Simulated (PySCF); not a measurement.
# C2H5BO3: the cost of one run

Computed with PySCF 2.14.0, with density-fitted response routines of our own, on a single molecule in the gas phase. Atoms count from 0, in the outputs and in this text.

## 1. The starting structure

11 atoms, charge 0, multiplicity 1; geometry from: GFN2-xTB. The atoms were then displaced at random by about 0.01 Å, so the start is not that level's minimum.

Bonds of the start (Å): O0–B1 1.37, B1–O2 1.39, O2–C3 1.36, C3–C4 1.57, C4–O5 1.40, O5–B1 1.36, O0–H6 0.96, C3–H7 1.10, C3–H8 1.13, C4–H9 1.08, C4–H10 1.11.

## 2. Optimising the geometry at PBE0-D3(BJ)/def2-SVP

What the job is given:

```
{"job": {"xc": "PBE0", "basis": "def2-SVP", "d3": "d3bj", "grid": 1, "shake": 0.01, "kind": "geom"}, "charge": 0, "multiplicity": 1}
O      2.447190    -0.695850    -0.055060
B      1.128580    -0.349540     0.083370
O      0.661330     0.756460     0.778070
C     -0.695330     0.783860     0.720760
C     -1.116890    -0.469120    -0.126300
O      0.107460    -1.073480    -0.454850
H      3.039400    -0.066990     0.371150
H     -1.031530     1.721380     0.247350
H     -1.130550     0.740250     1.760850
H     -1.640840    -0.196700    -1.027780
H     -1.730710    -1.176090     0.460730
```

Run with:

```bash
$ OMP_NUM_THREADS=1 python probes_run.py task.json out
```

The driver reads the jobs from task.json and runs them one after another.

Q: Estimate the wall time and peak memory of this first job on 1 thread of Arm Neoverse V1, shared host.

About 25 s, with a peak of 0.45 GiB.
